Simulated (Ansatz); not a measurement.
# RbPdCl3, space group Pm-3m: a relaxation of cell and ions

Computed with the Python package of Ansatz (0.2.0).

`rbpdcl3_vcrelax.py`:
```python
"""Variable-cell relaxation of RbPdCl3."""

import ansatz
import numpy as np

def edges_and_angles(cell):
    cell = np.asarray(cell)
    a, b, c = np.linalg.norm(cell, axis=1)
    cosines = cell[1] @ cell[2] / (b * c), cell[0] @ cell[2] / (a * c), cell[0] @ cell[1] / (a * b)
    return (a, b, c, *np.degrees(np.arccos(cosines)))


def main() -> None:
    lattice = ansatz.Lattice.of(
        [4.947671, 0.0, 0.0],
        [0.0, 4.947671, 0.0],
        [0.0, 0.0, 4.947671],
    )
    sites = [
        ("Rb", [0.0, 0.0, 0.0]),
        ("Pd", [0.5, 0.5, 0.5]),
        ("Cl", [0.0, 0.5, 0.5]),
        ("Cl", [0.5, 0.0, 0.5]),
        ("Cl", [0.5, 0.5, 0.0]),
    ]
    structure = ansatz.Crystal(lattice=lattice)
    for symbol, position in sites:
        structure = structure.atom(symbol, position)

    # only the volume may change
    model = structure.calculation()
    model = model.functional("pbesol")
    model = model.basis(260, xc_grid=3)
    model = model.kpoints(mesh=(3, 3, 3), center="gamma")
    model = model.occupations("Fermi-Dirac", width=0.2)
    model = model.mixing("broyden", beta=0.2)
    model = model.eigensolver("auto", full_accuracy=True)
    model = model.scf(max_iterations=60, extra_bands=6)
    model = model.relax(force_tolerance=0.001, density_extrapolation="transplant", fix_cell=["shape"], stress_tolerance=0.1)
    steps = []


    def collect(event):
        if event["event"] == "relax_step":
            steps.append(event["data"])


    done = model.session().plan().execute(on_event=collect)
    report = done.report
    print("step   energy (eV)     max comp. (eV/A)   P (GPa)  SCF")
    for s in steps:
        print(f"{s['step']:4d} {s['lagrangian_ev']:15.5f} {s['allowed_force_max_ev_ang']:12.4f} {s['pressure_gpa']:10.3f} {s['n_scf']:5d}")

    first, last = steps[0], steps[-1]
    symbols = [site.symbol for site in done.lattice.sites]
    print(f"energy gained {first['lagrangian_ev'] - last['lagrangian_ev']:.4f} eV in {len(steps) - 1} steps")
    for label, vectors in (("before", first["cell_ang"]), ("after", done.lattice.cell_ang)):
        print(label, "a b c (A) {:.4f} {:.4f} {:.4f}  angles {:.2f} {:.2f} {:.2f}".format(*edges_and_angles(vectors)), f" V = {abs(np.linalg.det(vectors)):.3f} A^3")
    print("final stress xx yy zz (GPa, compression positive):", np.round(np.diag(report["stress_gpa"]), 3) + 0.0)

    print("relaxed fractional positions")
    for site in done.lattice.sites:
        print(f"  {site.symbol:2s}", " ".join(f"{v % 1:8.5f}" for v in np.round(site.position_frac, 5)))

    change = np.array(last["positions_ang"]) @ np.linalg.inv(last["cell_ang"]) - np.array(first["positions_ang"]) @ np.linalg.inv(first["cell_ang"])
    moved = np.linalg.norm(change @ np.array(last["cell_ang"]), axis=1)
    print("displacement within the cell, strain taken out (A):", " ".join(f"{s}:{d:.3f}" for s, d in zip(symbols, moved)))

    n_atoms = len(report["lattice"]["sites"])
    print("F =", round(report["free_energy_ev"], 4), "eV for", n_atoms, "atoms")
    print("E(sigma -> 0) =", round(report["energy_sigma0_ev"], 4), "eV, TS =", round(report["entropy_ts_ev"], 5), "eV")
    print("closed by", report["closed_by"], "after", report["n_iterations"], "iterations")


if __name__ == "__main__":
    main()
```

```console
$ python rbpdcl3_vcrelax.py
DeckWarning: basis.ecutwfc = 260 eV is below the records' recommended 420 eV, and the density's cutoff is lower with it unless basis.ecutrho_ratio is high enough to keep the records' density cutoff: compare with a run at a higher cutoff
step   energy (eV)     max comp. (eV/A)   P (GPa)  SCF
   1    -13310.53879       0.0000     -1.781     9
   2    -13310.83025       0.0000      1.620     6
   3    -13310.70179       0.0000      0.007     6
   4    -13310.56380       0.0000     -1.021     8
   5    -13310.65460       0.0000     -0.258     6
   6    -13310.68356       0.0000     -0.001     5
   7    -13310.53878       0.0000     -0.417     8
   8    -13310.58799       0.0000     -0.071     5
   9    -13310.54395       0.0000     -0.193     6
  10    -13310.57414       0.0000     -0.012     5
  11    -13310.57414       0.0000     -0.062     5
energy gained 0.0354 eV in 10 steps
before a b c (A) 4.9477 4.9477 4.9477  angles 90.00 90.00 90.00  V = 121.116 A^3
after a b c (A) 4.8901 4.8901 4.8901  angles 90.00 90.00 90.00  V = 116.938 A^3
final stress xx yy zz (GPa, compression positive): [-0.062 -0.062 -0.062]
relaxed fractional positions
  Rb  0.00000  0.00000  0.00000
  Pd  0.50000  0.50000  0.50000
  Cl  0.00000  0.50000  0.50000
  Cl  0.50000  0.00000  0.50000
  Cl  0.50000  0.50000  0.00000
displacement within the cell, strain taken out (A): Rb:0.000 Pd:0.000 Cl:0.000 Cl:0.000 Cl:0.000
F = -13310.5741 eV for 5 atoms
E(sigma -> 0) = -13310.5355 eV, TS = 0.07724 eV
closed by deck_thresholds after 5 iterations
```
(Warnings from the package without file and line.)

Reading the output:
- These settings explore the input space; cutoff and mesh may be short of convergence.
- The cutoff lies under the one recommended for these potentials.
- The run is spin-unpolarised.
- Forces vanish by symmetry, so the ions can't move, and the end may be a saddle.
- Under the recommended cutoff a pressure can be off by several GPa, even in sign.
- The mesh is modest for a metal, so energies can be off by several to tens of meV an atom and pressures by half a GPa or more; differences at equal mesh fare better.
- Energies along a relaxation are free energies. Rows at an unchanged volume are solved on a plane-wave basis chosen afresh for that cell, so the energy jumps there and such rows are no steps of the walk.
- The structure comes from a database of computed cells and needn't be a stable or known phase.
- Hardware and time: 9.3 s on 1 thread of Arm Neoverse V2, on a shared host, peak memory 0.38 GiB.

(Lines on the test bed's own set-up are left out of the output.)
